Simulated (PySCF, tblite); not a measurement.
# C7H9F: geometry, infrared bands and NMR shifts

What infrared bands and NMR shifts should C7H9F (`CC1=CC=C[C@]1(C)F`) show?

Computed with tblite 0.8.0 and PySCF 2.14.0, with density-fitted response routines of our own, on a single molecule in the gas phase. Atoms are numbered from 0 throughout.

## (1) The molecule as given

17 atoms, charge 0, multiplicity 1; geometry from: force field or distance geometry start.

Bonds of the start (Å): C0–C1 1.49, C1–C2 1.35, C2–C3 1.45, C3–C4 1.33, C4–C5 1.51, C5–C6 1.52, C5–F7 1.36, C5–C1 1.51, C0–H8 1.09, C0–H9 1.09, C0–H10 1.09, C2–H11 1.07, C3–H12 1.09, C4–H13 1.08, C6–H14 1.10, C6–H15 1.09, C6–H16 1.10.

## (2) Optimising the geometry with GFN2-xTB

What the job is given:

```
{"job": {"kind": "relax", "xc": "GFN2-xTB", "basis": "xTB"}, "charge": 0, "multiplicity": 1}
C      2.047800    -0.172800    -0.299500
C      0.596500    -0.490300    -0.140500
C      0.068100    -1.673700     0.232100
C     -1.377400    -1.553200     0.204700
C     -1.725600    -0.321500    -0.149800
C     -0.497700     0.509900    -0.408600
C     -0.438500     1.742900     0.486700
F     -0.448600     0.921900    -1.699300
H      2.239900     0.178000    -1.315300
H      2.666400    -1.047400    -0.114500
H      2.340700     0.609700     0.402300
H      0.588700    -2.581400     0.468900
H     -2.055700    -2.370700     0.453600
H     -2.728000     0.043600    -0.282800
H     -1.302200     2.400900     0.302100
H      0.454200     2.334900     0.292200
H     -0.435700     1.481500     1.557700
```

On the command line:

```
$ OMP_NUM_THREADS=1 python probes_run.py task.json out
```

This one command runs all jobs of the session in turn.

**Question.** This job is followed by: GFN2-xTB harmonic vibrations, gas phase; GIAO PBE0/pcSseg-1 NMR shielding, non-relativistic, gas phase. What will the session give for the following? strongest single infrared mode (GFN2-xTB); zero-point energy (GFN2-xTB); ¹³C shifts against TMS (PBE0/pcSseg-1); ¹H shifts against TMS (PBE0/pcSseg-1, means over atoms taken as alike); ¹⁹F shifts against CFCl3 (PBE0/pcSseg-1); surface potential, 1st and 99th percentile.

**Answer**, as computed:

| quantity | value |
| --- | --- |
| strongest single infrared mode (GFN2-xTB) | 1093 cm⁻¹, 74 km/mol |
| zero-point energy (GFN2-xTB) | 86.4 kcal/mol |
| ¹³C shifts against TMS (PBE0/pcSseg-1) | 160.3, 147.5, 139.4, 132.0, 104.9, 23.7, 14.8 ppm |
| ¹H shifts against TMS (PBE0/pcSseg-1, means over atoms taken as alike) | 6.49, 6.35, 5.95, 2.10, 1.43 ppm |
| ¹⁹F shifts against CFCl3 (PBE0/pcSseg-1) | -223.9 ppm |
| surface potential, 1st and 99th percentile | -1.20 V and 0.86 V |

In words: Over 46 steps the energy fell by 0.081 eV; of the close pairs, C5–F7 changed most, 1.356 to 1.390 Å. All 45 modes are real, so the xTB geometry is a minimum. The strongest single mode, at 1093 cm⁻¹, moves mainly C5. GFN2-xTB is a fitted tight-binding method: band positions and strengths are rough. Its intensities can rank the bands wrongly. At PBE0/pcSseg-1: The largest span, 224 ppm, is at C1, where the paramagnetic term is -236 ppm. At PBE0/pcSseg-1, counted by nearest atom on the grid, the HOMO lies on C1, C4 about 26 % each; C2 17 %, the LUMO on C1, C4 about 20 % each; C3 16 %.
